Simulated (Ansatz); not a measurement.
# GaH− (doublet): the correlation ladder, aug-cc-pVTZ

How much of the correlation energy of GaH− (doublet) does each wave-function method recover here?

The runs use Ansatz 0.2.0, Gaussian basis; aug-cc-pVTZ, core rule «outside noble gas», up to 14 orbitals frozen.

To be run: UHF; CCSD(T) on ROHF; CCSD(T) on UHF; BCCD(T) on ROHF; CCSDT(Q) on ROHF; CCSDT(Q) on UHF; CASSCF and MRCISD+Q, 5 electrons in 5 orbitals; CASSCF and NEVPT2, 5 electrons in 5 orbitals.

13 further runs of the same task are left out: 5 for a known fault of the program, 3 that didn't finish, 5 set aside as unsound or not needed.

## 1. The system

The geometry is a PBE0/def2-TZVPD stationary point (not a proven minimum) of the parent state, kept for this charge and spin. No spin-orbit coupling is included. The filled d shell of Ga may be among the frozen orbitals whatever the setting's name suggests; the logs give the count.

2 atoms, charge -1, spin multiplicity 2.

Atoms are counted from 1 here; the program's logs count them from 0.

Bond lengths: Ga1–H2 1.603 Å.

## 2. UHF

The input, in.yaml:

```yaml
crystal:
  periodic: [false, false, false]
  atoms:
    - {symbol: Ga, position_ang: [0.000000, 0.000000, 0.000000]}
    - {symbol: H, position_ang: [0.000000, 0.000000, 1.602600]}
basis:
  gaussian: {orbitals: aug-cc-pVTZ}
total_charge: -1
magnetization: {spin_polarized: true, initial_magnetization: 1}
hamiltonian: {xc: hf}
output: {orbitals: {seedname: orbitals}}
```

The run is started by

```
> ansatz run in.yaml --threads 1 --pin off --events-out ev --progress --plain --max-ram 4096MiB --backend cpu
```

Further steps of the session: CCSD(T) on ROHF; CCSD(T) on UHF; BCCD(T) on ROHF; CCSDT(Q) on ROHF; CCSDT(Q) on UHF; CASSCF and MRCISD+Q, 5 electrons in 5 orbitals; CASSCF and NEVPT2, 5 electrons in 5 orbitals.

Q: Predict the results of all the runs planned. Wanted: UCCSDT(Q) from the RHF energy; RMP2 from UCCSDT(Q); UMP2 from UCCSDT(Q); RCCSD from UCCSDT(Q); RCCSD(T) from UCCSDT(Q); UCCSD(T) from UCCSDT(Q); RCCSDT(Q) from UCCSDT(Q); NEVPT2 valence from UCCSDT(Q); MRCISD+Q valence from UCCSDT(Q).

**Answer**, as computed:

| quantity | value |
| --- | --- |
| UCCSDT(Q) from the ROHF energy | -2.5846 eV |
| RMP2 from UCCSDT(Q) | +603.3 meV |
| UMP2 from UCCSDT(Q) | +612.4 meV |
| RCCSD from UCCSDT(Q) | +103.6 meV |
| RCCSD(T) from UCCSDT(Q) | +24.0 meV |
| UCCSD(T) from UCCSDT(Q) | +22.7 meV |
| RCCSDT(Q) from UCCSDT(Q) | +1.4 meV |
| NEVPT2 valence from UCCSDT(Q) | +599.6 meV |
| MRCISD+Q valence from UCCSDT(Q) | +4.2 meV |
| levels within 1 kcal/mol (43 meV) | RCCSD(T), UCCSD(T), BCCD(T), RCCSDT, UCCSDT, RCCSDT(Q), MRCISD+Q valence |
| T1 diagnostic | 0.030 |
| effectively unpaired electrons | 1.04 |

What this shows: RCCSD(T) lands +24.0 meV from the yardstick (0.9 % of the correlation energy). One determinant dominates. Of the multireference levels listed MRCISD+Q valence comes nearest in total energy (+4.2 meV), which doesn't show that its space is the better one. These misses are within one basis, not against nature; the frozen cores of restricted and unrestricted runs differ, which can shift their rows.
